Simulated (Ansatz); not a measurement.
# C3HF5O: the cost of one run

Computed with Ansatz 0.2.0, Gaussian basis. Level: the settings change from run to run.

## (1) The geometry

An earlier PBE0-D4 in a triple-zeta def2 set relaxation fixed the geometry.

SMILES `O=C(C(F)F)C(F)(F)F`, 10 atoms, charge 0, spin multiplicity 1.

Atoms are counted from 1 here; the program's logs count them from 0.

Bond lengths: O1–C2 1.188 Å, C2–C3 1.537 Å, C2–C6 1.550 Å, C3–F4 1.336 Å, C3–F5 1.351 Å, C3–H10 1.097 Å, C6–F7 1.338 Å, C6–F8 1.320 Å, C6–F9 1.330 Å. Angles: O1–C2–C3 122.9°, O1–C2–C6 121.2°, C3–C2–C6 115.9°, C2–C3–F4 109.4°, C2–C3–F5 109.2°, C2–C3–H10 111.1°, F4–C3–F5 109.1°, F4–C3–H10 109.3°, F5–C3–H10 108.7°, C2–C6–F7 109.7°, C2–C6–F8 110.7°, C2–C6–F9 110.3°, F7–C6–F8 108.7°, F7–C6–F9 108.5°, F8–C6–F9 108.8°.

## (2) wB97/6-31G

Set apart from the defaults: atoms shaken by 0.15 Å, high accuracy.

The input, in.yaml:

```yaml
crystal:
  periodic: [false, false, false]
  atoms:
    - {symbol: O, position_ang: [0.021415, -1.401066, -0.655337]}
    - {symbol: C, position_ang: [0.052659, -0.498313, -0.281981]}
    - {symbol: C, position_ang: [0.380405, 0.583999, -0.791265]}
    - {symbol: F, position_ang: [1.162006, 0.544543, -2.010811]}
    - {symbol: F, position_ang: [1.020717, 1.763569, -0.174646]}
    - {symbol: C, position_ang: [-0.851823, -0.572449, 1.044963]}
    - {symbol: F, position_ang: [-1.451476, 0.668975, 0.955265]}
    - {symbol: F, position_ang: [-1.229117, -1.548353, 1.562914]}
    - {symbol: F, position_ang: [0.541865, -0.117261, 2.191417]}
    - {symbol: H, position_ang: [-0.281797, 0.876120, -1.587474]}
basis:
  gaussian: {orbitals: 6-31G}
hamiltonian: {xc: {name: wB97}}
accuracy: high
output: {forces: true}
```

On the command line:

```
$ ansatz run in.yaml --threads 8 --pin off --events-out ev --progress --plain --max-ram 18278MiB
```

**Question.** How long does this run take on 8 threads of Arm Neoverse V1, shared host, and how much memory does it need?

About 6.5 s, with a peak of 0.52 GiB.
